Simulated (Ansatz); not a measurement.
# LuSc3F: the cost of one run

Program: Ansatz 0.2.0. Level of theory: DFT PBE, scalar-relativistic, plane waves, PAW. These are calculated values, not measurements.

**1. Starting point**

Symmetry: P6mm, No. 183, hexagonal system. Conventional cell: a = 4.842 Å, b = 4.842 Å, c = 4.817 Å, α = 90.00°, β = 90.00°, γ = 120.00°. Lu (site symmetry 6mm) is surrounded by 1 F at 2.15 Å. Sc (site symmetry 2mm) has 4 Sc at 2.42 Å and 2 F at 2.52 Å as nearest neighbours. F (site symmetry 6mm) is surrounded by 1 Lu at 2.15 Å and 6 Sc at 2.52 Å.

Coordinates:

```cif
data_structure
_symmetry_space_group_name_H-M 'P 1'
_symmetry_Int_Tables_number 1
_cell_length_a 4.8417
_cell_length_b 4.8417
_cell_length_c 4.8174
_cell_angle_alpha 90.000
_cell_angle_beta 90.000
_cell_angle_gamma 120.000
_cell_volume 97.80
loop_
_atom_site_label
_atom_site_type_symbol
_atom_site_fract_x
_atom_site_fract_y
_atom_site_fract_z
_atom_site_occupancy
Lu1 Lu 0.00000 0.00000 0.43605 1
Sc1 Sc 0.50000 0.00000 0.73630 1
Sc2 Sc 0.00000 0.50000 0.73630 1
Sc3 Sc 0.50000 0.50000 0.73630 1
F1 F 0.00000 0.00000 0.88334 1
```

A structure generator made this guess: random cell by space group and Wyckoff sites (P6mm, No. 183). Lengths come from tabulated atomic sizes and are only a guess.

**2. A first look at the guess**

File input.yaml:

```yaml
crystal:
  lattice:
    - [4.84166737, 0.0, 0.0]
    - [-2.42083368, 4.19300694, 0.0]
    - [0.0, 0.0, 4.81740332]
  atoms:
    - { symbol: Lu, position: [0.0, 0.0, 0.43605436] }
    - { symbol: Sc, position: [0.5, 0.0, 0.73629934] }
    - { symbol: Sc, position: [0.0, 0.5, 0.73629934] }
    - { symbol: Sc, position: [0.5, 0.5, 0.73629934] }
    - { symbol: F, position: [0.0, 0.0, 0.88333728] }
basis:
  ecutwfc: 420
kpoints:
  mp_grid: { grid: [6, 6, 4] }
hamiltonian:
  xc: pbe
scf:
  occupations: { method: gaussian, width: 0.1 }
  lower_state_search: "off"
output:
  forces: true
  stress: true
  eigenvalues: true
```

Command:

```
$ ansatz run input.yaml --threads 1 --pin off --max-ram 2560MiB --backend cpu --events-out ev --progress --plain --runs-dir out
```

What time and memory should one allow on 1 thread of Intel Xeon at 2.50GHz (Skylake/Cascade Lake), shared host?

About 18 s, with a peak of 0.4 GiB.
